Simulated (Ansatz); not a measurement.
# CH6GeOS: the cost of one run

All numbers are computed with Ansatz 0.2.0 through its Python package. Level of theory: Hartree-Fock/def2-SVP.

## Step 1: The structure

Bond lengths: C1–Ge2 1.878 Å, Ge2–O3 1.778 Å, Ge2–S4 2.296 Å, C1–H5 1.132 Å, C1–H6 1.158 Å, C1–H7 1.115 Å, Ge2–H8 1.527 Å, O3–H9 1.027 Å, S4–H10 1.422 Å. Angles: C1–Ge2–O3 109.0°, C1–Ge2–S4 109.6°, C1–Ge2–H8 110.2°, O3–Ge2–S4 109.8°, O3–Ge2–H8 110.2°, S4–Ge2–H8 108.0°, Ge2–C1–H5 112.4°, Ge2–C1–H6 112.3°, Ge2–C1–H7 112.3°, H5–C1–H6 106.0°, H5–C1–H7 107.4°, H6–C1–H7 106.0°, Ge2–O3–H9 106.3°, Ge2–S4–H10 88.9°.

No structure file is read: the coordinates are typed or built in the script.

## Step 2: The code

Contents of freq_ch6geos.py:

```python
from dataclasses import dataclass
import warnings

import ansatz
import numpy as np


@dataclass(frozen=True)
class RunConfig:
    basis_set: str = "def2-SVP"
    functional: str = "HF"


settings = RunConfig()

GEOMETRY = """
C    -1.11490    0.48500   -0.68170
Ge    0.20770   -0.60420    0.08620
O     0.07940   -0.51150    1.85700
S     2.28300    0.11370   -0.58360
H    -2.16020    0.17320   -0.37860
H    -1.00930    1.59400   -0.36600
H    -1.07450    0.47830   -1.79580
H     0.03580   -2.04880   -0.37930
H     0.82810   -1.10600    2.23170
H     2.00800    1.37500    0.01310
"""


def main() -> None:
    warnings.simplefilter("ignore", ansatz.DeckWarning)

    system = ansatz.Crystal.molecule()
    for line in GEOMETRY.strip().splitlines():
        symbol, *xyz = line.split()
        system = system.atom(symbol, [float(v) for v in xyz])

    calculation = system.calculation()
    calculation = calculation.basis(gaussian=settings.basis_set).functional(settings.functional)
    symbols = [site.symbol for site in system.cartesian_sites]
    start = np.array([site.position_ang for site in system.cartesian_sites], dtype=float)
    r = calculation.relax(force_tolerance=0.003).run().report
    end = np.array(r["positions_ang"])

    print("bond        before    after (A)")
    for i, j in [(0, 1), (0, 4), (0, 5), (0, 6), (1, 2), (1, 3), (1, 7), (2, 8), (3, 9)]:
        d0, d1 = (np.linalg.norm(xyz[i] - xyz[j]) for xyz in (start, end))
        print(f"{symbols[i]}{i}-{symbols[j]}{j}".ljust(10), f"{d0:8.4f} {d1:8.4f}")

    minimum = ansatz.Crystal.molecule()
    for symbol, xyz in zip(symbols, end):
        minimum = minimum.atom(symbol, xyz.tolist())
    vibrating = minimum.calculation()
    vibrating = vibrating.basis(gaussian=settings.basis_set)
    vibrating = vibrating.functional(settings.functional).phonons(temperatures=(100, 500, 100))
    vib = vibrating.run().report["vibrations"]
    sums = vib["harmonic_sums"]
    modes = [m["omega_inv_cm"] for m in sums["modes_at_gamma"] if m["rigid_motion"] == "no"]
    print("frequencies (1/cm):", " ".join(f"{w:.0f}" for w in modes))
    print("imaginary modes:", sum(w < 0 for w in modes), " zero-point energy:", round(sums["zero_point_energy_ev"], 4), "eV")
    print("T (K)   F_vib (eV)   S_vib (meV/K)   C_vib (meV/K)")
    for row in zip(sums["temperatures_k"], sums["vibrational_free_energy_ev"], vib["entropy_ev_per_k"], vib["heat_capacity_ev_per_k"]):
        print(f"{row[0]:6.1f} {row[1]:11.4f} {1000 * row[2]:13.4f} {1000 * row[3]:15.4f}")


if __name__ == "__main__":
    main()
```

## Step 3: The calls as engine input

The engine receives this input (first run):

```yaml
crystal:
  periodic: [false, false, false]
  atoms:
    - { symbol: C, position_ang: [-1.1149, 0.485, -0.6817] }
    - { symbol: Ge, position_ang: [0.2077, -0.6042, 0.0862] }
    - { symbol: O, position_ang: [0.0794, -0.5115, 1.857] }
    - { symbol: S, position_ang: [2.283, 0.1137, -0.5836] }
    - { symbol: H, position_ang: [-2.1602, 0.1732, -0.3786] }
    - { symbol: H, position_ang: [-1.0093, 1.594, -0.366] }
    - { symbol: H, position_ang: [-1.0745, 0.4783, -1.7958] }
    - { symbol: H, position_ang: [0.0358, -2.0488, -0.3793] }
    - { symbol: H, position_ang: [0.8281, -1.106, 2.2317] }
    - { symbol: H, position_ang: [2.008, 1.375, 0.0131] }
basis:
  gaussian:
    orbitals: def2-SVP
hamiltonian:
  xc: hf
relax:
  f_tol: 0.003
```

## Step 4: Running it

Started as:

```bash
> python freq_ch6geos.py
```

**Question.** How long does this script take on 1 thread of Intel Xeon Platinum 8259CL at 2.50GHz (Skylake/Cascade Lake), shared host, and how much memory does it need?

About 4.6 min, with a peak of 0.32 GiB.
